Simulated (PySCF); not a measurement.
# CH8GeOSi: the cost of one run

Programs: PySCF 2.14.0, with density-fitted response routines of our own. Each step states its level of theory. These are calculated values for one molecule in the gas phase, unless marked as measured. Atoms count from 0, in the outputs and in this text.

## 1. Starting geometry

12 atoms, charge 0, multiplicity 1; geometry from: PBE0-D3(BJ)/def2-SVP.

Bonds of the start (Å): C0–O1 1.40, O1–Ge2 1.79, Ge2–Si3 2.38, C0–H4 1.11, C0–H5 1.11, C0–H6 1.10, Ge2–H7 1.55, Ge2–H8 1.55, Si3–H9 1.50, Si3–H10 1.49, Si3–H11 1.49.

## 2. NMR shieldings: HF/pcSseg-2

What the job is given:

```
{"job": {"kind": "nmr", "xc": "HF", "basis": "pcSseg-2", "pop": false}, "charge": 0, "multiplicity": 1}
C      2.261617     0.386195     0.275557
O      0.888472     0.638011     0.204310
Ge    -0.233092    -0.703721    -0.174944
Si    -2.394431     0.288243    -0.141619
H      2.674700    -0.000746    -0.677154
H      2.521112    -0.340074     1.071675
H      2.781165     1.330792     0.504139
H      0.155298    -1.288666    -1.554784
H     -0.050675    -1.809721     0.893345
H     -3.412692    -0.737850    -0.523980
H     -2.447904     1.416883    -1.117405
H     -2.701258     0.794048     1.229261
```

Method: GIAO HF/pcSseg-2 NMR shielding, non-relativistic, gas phase.

The run is started by

```console
> OMP_NUM_THREADS=1 python probes_run.py task.json out
```

This one command runs all jobs of the session in turn.

**Question.** How long does this first job take on 1 thread of Arm Neoverse V2, shared host, and how much memory does it need?

About 25 s, with a peak of 1.1 GiB.
